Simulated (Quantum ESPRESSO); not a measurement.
Runs of Quantum ESPRESSO 7.5 on NaTaO2. The structure is trigonal, space group R-3m (No. 166). The conventional cell has a = 3.114 Å, b = 3.114 Å, c = 16.960 Å, α = 90.00°, β = 90.00°, γ = 120.00°. Na (site symmetry -3m) is surrounded by 6 O at 2.47 Å. Ta (site symmetry -3m) is surrounded by 6 O at 2.12 Å. O (site symmetry 3m) is surrounded by 3 Ta at 2.12 Å. The cell comes from a database or a generator and needn't be the stable form of this composition.

```csv
level,form of the LDA correlation,gap on the mesh (eV),pressure (GPa),moment (μB),largest force (eV/Å)
RPBE+U,-,none,21.6,2.00,2.07
revPBE+U,-,none,20.7,2.00,2.03
PBEsol+U,-,none,12.3,2.00,1.66
PW91+U,-,none,(c),2.00,1.92
LDA+U,PZ81,none,(a),1.99,1.50
PBE+U,-,none,17.6,2.00,(b)
```

Alike in all rows: task single point; potentials or basis PseudoDojo 0.5 SR PBE standard; spin collinear, ferromagnetic start; Ta d U = 7 eV; cell as given; k mesh 7 × 7 × 7; cutoff (eV) 1197; smearing gaussian 0.05 eV.

Question: Estimate the missing entries.

Answer: (a) 7.7; (b) 1.95; (c) 17.5.

Caveats: the potentials were made for another functional, which shifts forces and pressure (some runs); forces of over 1 eV/Å show positions far from the minimum, so gaps and moduli don't describe the material at rest (some runs).

A k mesh can miss the band edges, and the runs leave out spin-orbit coupling on Ta.

A gap of «none» marks a metal or a gap under the smearing width.
